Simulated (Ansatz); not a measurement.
# C2H8FGaOSi: up Jacob's ladder to CCSD(T)

One table from this session's results is given with a row withheld; the runs are named, their logs left out.

Program: Ansatz 0.2.0, Gaussian basis. Level of theory: functionals in def2-TZVPP, the program's frozen cores in correlated methods. These are calculated values, not measurements.

Levels to be run: LDA (SPW92), PBE-D4, revPBE-D4, BLYP-D4, r2SCAN-D4, B97M-V, PBE0-D4, B3LYP-D4, r2SCANh-D4, r2SCAN0-D4, HSE06-D4, BHLYP-D4, CAM-B3LYP-D4, LC-ωPBE, ωB97X-V, ωB97M-V, B2PLYP, PBE-QIDH; CCSD(T)/def2-SVP; CCSD(T)/def2-TZVPP; MP2/def2-QZVPP; extrapolation to the limit; RPA on PBE.

### The relaxed structure

An earlier PBE0-D4 in a triple-zeta def2 set relaxation fixed the geometry.

SMILES `C[SiH2][GaH][CH](O)F`, 14 atoms, charge 0, spin multiplicity 1.

Atoms are counted from 1 here; the program's logs count them from 0.

Bond lengths: C1–Si2 1.876 Å, C1–H7 1.092 Å, C1–H8 1.092 Å, C1–H9 1.092 Å, Si2–Ga3 2.409 Å, Si2–H10 1.494 Å, Si2–H11 1.493 Å, Ga3–C4 2.023 Å, Ga3–H12 1.575 Å, C4–O5 1.383 Å, C4–F6 1.407 Å, C4–H13 1.097 Å, O5–H14 0.964 Å. Angles: Si2–C1–H7 110.3°, Si2–C1–H8 111.2°, Si2–C1–H9 110.4°, H7–C1–H8 108.7°, H7–C1–H9 107.5°, H8–C1–H9 108.7°, C1–Si2–Ga3 111.8°, C1–Si2–H10 110.4°, C1–Si2–H11 110.4°, Ga3–Si2–H10 108.9°, Ga3–Si2–H11 109.0°, H10–Si2–H11 106.2°, Si2–Ga3–C4 115.2°, Si2–Ga3–H12 127.0°, C4–Ga3–H12 117.8°, Ga3–C4–O5 106.3°, Ga3–C4–F6 107.9°, Ga3–C4–H13 117.1° and more.

Coordinates:

```mol
C2H8FGaOSi
  3D, bonds by distance, orders not assigned

 14 13  0  0  0  0  0  0  0  0999 V2000
    0.1501   -1.9913    0.5182 C   0  0
    1.4642   -0.9754   -0.3546 Si  0  0
    0.7892    1.3219   -0.6213 Ga  0  0
   -1.0232    1.7813    0.1510 C   0  0
   -1.9450    1.0188   -0.5426 O   0  0
   -1.0242    1.4016    1.5060 F   0  0
   -0.7844   -1.9653   -0.0459 H   0  0
    0.4633   -3.0317    0.6290 H   0  0
   -0.0523   -1.5798    1.5091 H   0  0
    2.7470   -1.0184    0.4093 H   0  0
    1.7599   -1.5540   -1.6993 H   0  0
    1.6023    2.4729   -1.3254 H   0  0
   -1.3065    2.8407    0.1629 H   0  0
   -2.8403    1.2789   -0.2964 H   0  0
  1  2  8  0
  2  3  8  0
  3  4  8  0
  4  5  8  0
  4  6  8  0
  1  7  8  0
  1  8  8  0
  1  9  8  0
  2 10  8  0
  2 11  8  0
  3 12  8  0
  4 13  8  0
  5 14  8  0
M  END
```

The first run:

in.yaml

```yaml
crystal:
  periodic: [false, false, false]
  atoms:
    - {symbol: C, position_ang: [0.150061, -1.991336, 0.518219]}
    - {symbol: Si, position_ang: [1.464221, -0.975420, -0.354622]}
    - {symbol: Ga, position_ang: [0.789183, 1.321927, -0.621300]}
    - {symbol: C, position_ang: [-1.023181, 1.781263, 0.150988]}
    - {symbol: O, position_ang: [-1.945000, 1.018783, -0.542625]}
    - {symbol: F, position_ang: [-1.024197, 1.401551, 1.505981]}
    - {symbol: H, position_ang: [-0.784418, -1.965280, -0.045915]}
    - {symbol: H, position_ang: [0.463286, -3.031744, 0.629033]}
    - {symbol: H, position_ang: [-0.052345, -1.579825, 1.509075]}
    - {symbol: H, position_ang: [2.746991, -1.018373, 0.409339]}
    - {symbol: H, position_ang: [1.759936, -1.553988, -1.699342]}
    - {symbol: H, position_ang: [1.602259, 2.472902, -1.325351]}
    - {symbol: H, position_ang: [-1.306477, 2.840650, 0.162919]}
    - {symbol: H, position_ang: [-2.840319, 1.278899, -0.296388]}
basis:
  gaussian: {orbitals: def2-TZVPP}
hamiltonian: {xc: lda}
output: {orbitals: {seedname: orbitals}}
```

Started as:

```
ansatz run in.yaml --threads 2 --pin off --events-out ev --progress --plain --max-ram 22528MiB --backend cuda --devices 0, --max-vram 18GiB
```

Among the steps run: LDA; PBE-D4 (GGA); revPBE-D4 (GGA); BLYP-D4 (GGA); r2SCAN-D4 (meta-GGA); B97M-V (meta-GGA); PBE0-D4 (hybrid); B3LYP-D4 (hybrid); r2SCANh-D4 (hybrid); r2SCAN0-D4 (hybrid); HSE06-D4 (hybrid); BHLYP-D4 (hybrid); CAM-B3LYP-D4 (range-separated); LC-ωPBE (range-separated); ωB97X-V (range-separated); ωB97M-V (range-separated); B2PLYP (double hybrid); PBE-QIDH (double hybrid).

One of the session's tables, all rows but one given; the rest of the session is left out.

It belongs to the step «Orbital energies across the functionals». 

```
  functional  HOMO (eV)  LUMO (eV)  gap (eV)
 LDA (SPW92)      -6.03      -2.91      3.12
      PBE-D4          ?          ?         ?
   revPBE-D4      -5.84      -2.51      3.33
     BLYP-D4      -5.79      -2.58      3.22
   r2SCAN-D4      -6.14      -2.45      3.69
      B97M-V      -6.24      -2.65      3.59
     PBE0-D4      -7.08      -1.85      5.23
    B3LYP-D4      -6.90      -2.11      4.78
  r2SCANh-D4      -6.59      -2.17      4.42
  r2SCAN0-D4      -7.24      -1.75      5.49
    HSE06-D4      -6.69      -2.22      4.47
    BHLYP-D4      -8.14      -1.09      7.05
CAM-B3LYP-D4      -8.38      -0.94      7.44
     LC-ωPBE      -9.66       0.26      9.92
     ωB97X-V      -9.33       0.09      9.42
     ωB97M-V      -9.16      -0.14      9.02
```

Q: Estimate the row for PBE-D4 from the others.

The run gave: HOMO (eV): -5.90; LUMO (eV): -2.64; gap (eV): 3.26. In the column «HOMO (eV)» it lies between LDA (SPW92) (-6.03) and revPBE-D4 (-5.84).
